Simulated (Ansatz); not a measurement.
# C₃H₉InO: one species, many methods

The task here is to estimate one member of a computed series from the others.

Computed with Ansatz 0.2.0, Gaussian basis. Level: functionals in def2-TZVPP, the program's frozen cores in correlated methods.

The runs, in order: LDA (SPW92), PBE-D4, revPBE-D4, BLYP-D4, r2SCAN-D4, B97M-V, PBE0-D4, B3LYP-D4, r2SCANh-D4, r2SCAN0-D4, HSE06-D4, BHLYP-D4, CAM-B3LYP-D4, LC-ωPBE, ωB97X-V, ωB97M-V, B2PLYP, PBE-QIDH; CCSD(T)/def2-SVP; CCSD(T)/def2-TZVPP; MP2/def2-QZVPP; extrapolation to the limit; RPA on PBE.

## The geometry

The geometry comes from an earlier relaxation with PBE0-D4 in a triple-zeta def2 set; it is a stationary point, not always the lowest conformer. In takes the def2 core potential; no spin-orbit term is included.

SMILES `CC(C)[O][InH2]`, 14 atoms, charge 0, spin multiplicity 1.

Atoms are counted from 1 here; the program's logs count them from 0.

Bond lengths: C1–C2 1.519 Å, C1–H6 1.093 Å, C1–H7 1.093 Å, C1–H8 1.093 Å, C2–C3 1.519 Å, C2–O4 1.407 Å, C2–H9 1.105 Å, C3–H10 1.093 Å, C3–H11 1.093 Å, C3–H12 1.093 Å, O4–In5 1.986 Å, In5–H13 1.713 Å, In5–H14 1.703 Å. Angles: C2–C1–H6 110.6°, C2–C1–H7 109.8°, C2–C1–H8 111.3°, H6–C1–H7 108.1°, H6–C1–H8 108.4°, H7–C1–H8 108.6°, C1–C2–C3 111.6°, C1–C2–O4 109.3°, C1–C2–H9 108.0°, C3–C2–O4 109.2°, C3–C2–H9 108.0°, O4–C2–H9 110.9°, C2–C3–H10 110.6°, C2–C3–H11 109.8°, C2–C3–H12 111.3°, H10–C3–H11 108.1°, H10–C3–H12 108.4°, H11–C3–H12 108.6° and more.

Set-up of the first run:

in.yaml reads:

```yaml
crystal:
  periodic: [false, false, false]
  atoms:
    - {symbol: C, position_ang: [-1.434388, 0.275428, 0.800295]}
    - {symbol: C, position_ang: [-0.025941, -0.031768, 0.323018]}
    - {symbol: C, position_ang: [0.442786, -1.392530, 0.807239]}
    - {symbol: O, position_ang: [0.003766, -0.004756, -1.083440]}
    - {symbol: In, position_ang: [1.114444, 1.256460, -2.142336]}
    - {symbol: H, position_ang: [-1.748095, 1.265186, 0.460188]}
    - {symbol: H, position_ang: [-2.132488, -0.460395, 0.392826]}
    - {symbol: H, position_ang: [-1.497994, 0.250054, 1.891482]}
    - {symbol: H, position_ang: [0.651003, 0.731870, 0.745845]}
    - {symbol: H, position_ang: [1.463395, -1.589414, 0.470723]}
    - {symbol: H, position_ang: [-0.204994, -2.173758, 0.401177]}
    - {symbol: H, position_ang: [0.421915, -1.454123, 1.898635]}
    - {symbol: H, position_ang: [2.033020, 2.307302, -1.148623]}
    - {symbol: H, position_ang: [0.913571, 1.020453, -3.817039]}
basis:
  gaussian: {orbitals: def2-TZVPP}
hamiltonian: {xc: lda}
output: {orbitals: {seedname: orbitals}}
```

The run is started by

```
$ ansatz run in.yaml --threads 2 --pin off --events-out ev --progress --plain --max-ram 22528MiB --backend cuda --devices 0, --max-vram 18GiB
```

Among the steps run: LDA; PBE-D4 (GGA); revPBE-D4 (GGA); BLYP-D4 (GGA); r2SCAN-D4 (meta-GGA); B97M-V (meta-GGA); B3LYP-D4 (hybrid); r2SCANh-D4 (hybrid); r2SCAN0-D4 (hybrid); HSE06-D4 (hybrid); BHLYP-D4 (hybrid); CAM-B3LYP-D4 (range-separated); LC-ωPBE (range-separated); ωB97X-V (range-separated); ωB97M-V (range-separated); B2PLYP (double hybrid); PBE-QIDH (double hybrid).

One table of the session follows, with a row left open; its other results are not shown here.

It belongs to the step «Orbital energies across the functionals». 

| functional | HOMO (eV) | LUMO (eV) | gap (eV) |
| --- | --- | --- | --- |
| LDA (SPW92) | -6.16 | -2.46 | 3.69 |
| PBE-D4 | -5.94 | -2.21 | 3.73 |
| revPBE-D4 | -5.85 | -2.10 | 3.75 |
| BLYP-D4 | ? | ? | ? |
| r2SCAN-D4 | -6.17 | -1.94 | 4.24 |
| B97M-V | -6.34 | -2.26 | 4.08 |
| PBE0-D4 | -7.31 | -1.52 | 5.78 |
| B3LYP-D4 | -7.10 | -1.80 | 5.30 |
| r2SCANh-D4 | -6.70 | -1.70 | 5.00 |
| r2SCAN0-D4 | -7.50 | -1.35 | 6.15 |
| HSE06-D4 | -6.91 | -1.88 | 5.03 |
| BHLYP-D4 | -8.69 | -0.93 | 7.75 |
| CAM-B3LYP-D4 | -8.74 | -0.76 | 7.99 |
| LC-ωPBE | -10.04 | 0.34 | 10.38 |
| ωB97X-V | -9.73 | 0.20 | 9.93 |
| ωB97M-V | -9.69 | -0.11 | 9.58 |

**Question.** Estimate the row for BLYP-D4.

Worked estimate for «HOMO (eV)». Against the share of exact exchange, B3LYP-D4 (0.2, -7.10), BHLYP-D4 (0.5, -8.69) give a slope of -5.30 per unit share; at 0 the line stands at -6.04.

**Answer.** HOMO (eV): -5.85; LUMO (eV): -2.19; gap (eV): 3.66. In «HOMO (eV)» the line misses by -0.19.
